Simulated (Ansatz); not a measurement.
# Ga2P3H3O9: the cost of one run

Method: DFT, PBE, plane-wave PAW, default files, scalar-relativistic, as far as a step names no other, in Ansatz 0.2.0.

## (1) The starting structure

Symmetry: P6_3/m, No. 176, hexagonal system. The conventional cell has a = 8.065 Å, b = 8.065 Å, c = 7.361 Å, α = 90.00°, β = 90.00°, γ = 120.00°. Ga (site symmetry 3) has 6 O at 1.92 to 2.08 Å as nearest neighbours. H (site symmetry m) has 1 P at 1.40 Å as nearest neighbours. P (site symmetry m) is surrounded by 1 H at 1.40 Å and 3 O at 1.53 to 1.57 Å. Around O (site symmetry m) lie 1 P at 1.57 Å and 2 Ga at 2.08 Å. O (site symmetry 1) has 1 P at 1.53 Å and 1 Ga at 1.92 Å as nearest neighbours.

As a file:

```cif
data_structure
_symmetry_space_group_name_H-M 'P 1'
_symmetry_Int_Tables_number 1
_cell_length_a 8.0647
_cell_length_b 8.0647
_cell_length_c 7.3614
_cell_angle_alpha 90.000
_cell_angle_beta 90.000
_cell_angle_gamma 120.000
_cell_volume 414.64
loop_
_atom_site_label
_atom_site_type_symbol
_atom_site_fract_x
_atom_site_fract_y
_atom_site_fract_z
_atom_site_occupancy
Ga1 Ga 0.66667 0.33333 0.04939 1
Ga2 Ga 0.33333 0.66667 0.54939 1
Ga3 Ga 0.33333 0.66667 0.95061 1
Ga4 Ga 0.66667 0.33333 0.45061 1
H1 H 0.83925 0.02101 0.25000 1
H2 H 0.81824 0.83925 0.75000 1
H3 H 0.02101 0.18176 0.75000 1
H4 H 0.97899 0.81824 0.25000 1
H5 H 0.18176 0.16075 0.25000 1
H6 H 0.16075 0.97899 0.75000 1
P1 P 0.31057 0.35858 0.25000 1
P2 P 0.95199 0.31057 0.75000 1
P3 P 0.35858 0.04801 0.75000 1
P4 P 0.64142 0.95199 0.25000 1
P5 P 0.04801 0.68943 0.25000 1
P6 P 0.68943 0.64142 0.75000 1
O1 O 0.51731 0.38659 0.25000 1
O2 O 0.13073 0.51731 0.75000 1
O3 O 0.38659 0.86928 0.75000 1
O4 O 0.61341 0.13073 0.25000 1
O5 O 0.72905 0.56617 0.57468 1
O6 O 0.16287 0.72905 0.07468 1
O7 O 0.56617 0.83713 0.07468 1
O8 O 0.43383 0.16287 0.57468 1
O9 O 0.83713 0.27095 0.57468 1
O10 O 0.27095 0.43383 0.07468 1
O11 O 0.27095 0.43383 0.42532 1
O12 O 0.83713 0.27095 0.92532 1
O13 O 0.43383 0.16287 0.92532 1
O14 O 0.56617 0.83713 0.42532 1
O15 O 0.16287 0.72905 0.42532 1
O16 O 0.72905 0.56617 0.92532 1
O17 O 0.48269 0.61341 0.75000 1
O18 O 0.86928 0.48269 0.25000 1
```

## (2) Gradients at the starting positions

File input.yaml:

```yaml
crystal:
  lattice:
    - [8.0647143472, 0.0, 0.0]
    - [-4.0323571736, 6.9842474989, 0.0]
    - [0.0, 0.0, 7.361377]
  atoms:
    - { symbol: Ga, position: [0.6666666667, 0.3333333333, 0.049386] }
    - { symbol: Ga, position: [0.3333333333, 0.6666666667, 0.549386] }
    - { symbol: Ga, position: [0.3333333333, 0.6666666667, 0.950614] }
    - { symbol: Ga, position: [0.6666666667, 0.3333333333, 0.450614] }
    - { symbol: H, position: [0.83924901, 0.02101101, 0.25] }
    - { symbol: H, position: [0.818238, 0.83924901, 0.75] }
    - { symbol: H, position: [0.02101101, 0.181762, 0.75] }
    - { symbol: H, position: [0.97898899, 0.818238, 0.25] }
    - { symbol: H, position: [0.181762, 0.16075099, 0.25] }
    - { symbol: H, position: [0.16075099, 0.97898899, 0.75] }
    - { symbol: P, position: [0.31056801, 0.35857501, 0.25] }
    - { symbol: P, position: [0.951993, 0.31056801, 0.75] }
    - { symbol: P, position: [0.35857501, 0.048007, 0.75] }
    - { symbol: P, position: [0.64142499, 0.951993, 0.25] }
    - { symbol: P, position: [0.048007, 0.68943199, 0.25] }
    - { symbol: P, position: [0.68943199, 0.64142499, 0.75] }
    - { symbol: O, position: [0.51731401, 0.38658901, 0.25] }
    - { symbol: O, position: [0.130725, 0.51731401, 0.75] }
    - { symbol: O, position: [0.38658901, 0.869275, 0.75] }
    - { symbol: O, position: [0.61341099, 0.130725, 0.25] }
    - { symbol: O, position: [0.72904601, 0.56617201, 0.574679] }
    - { symbol: O, position: [0.162874, 0.72904601, 0.074679] }
    - { symbol: O, position: [0.56617201, 0.837126, 0.074679] }
    - { symbol: O, position: [0.43382799, 0.162874, 0.574679] }
    - { symbol: O, position: [0.837126, 0.27095399, 0.574679] }
    - { symbol: O, position: [0.27095399, 0.43382799, 0.074679] }
    - { symbol: O, position: [0.27095399, 0.43382799, 0.425321] }
    - { symbol: O, position: [0.837126, 0.27095399, 0.925321] }
    - { symbol: O, position: [0.43382799, 0.162874, 0.925321] }
    - { symbol: O, position: [0.56617201, 0.837126, 0.425321] }
    - { symbol: O, position: [0.162874, 0.72904601, 0.425321] }
    - { symbol: O, position: [0.72904601, 0.56617201, 0.925321] }
    - { symbol: O, position: [0.48268599, 0.61341099, 0.75] }
    - { symbol: O, position: [0.869275, 0.48268599, 0.25] }
kpoints:
  mp_grid: { grid: [4, 4, 4] }
scf:
  occupations: { method: fermi_dirac, width: 0.02 }
hamiltonian:
  xc: pbe
  pseudopotentials: { kind: paw }
output:
  forces: true
  stress: true
  populations: true
  efg:
    quadrupole_moments_barn: { Ga: 0.107, H: 0.00285783, O: -0.02558 }
    contact_densities: true
```

Launch:

```console
> ansatz run input.yaml --threads 1 --pin off --max-ram 2560MiB --backend cpu --events-out ev --progress --plain --runs-dir out
```

What time and memory should one allow on 1 thread of Intel Xeon Platinum 8259CL at 2.50GHz (Skylake/Cascade Lake), shared host?

About 95 s, with a peak of 1.1 GiB.
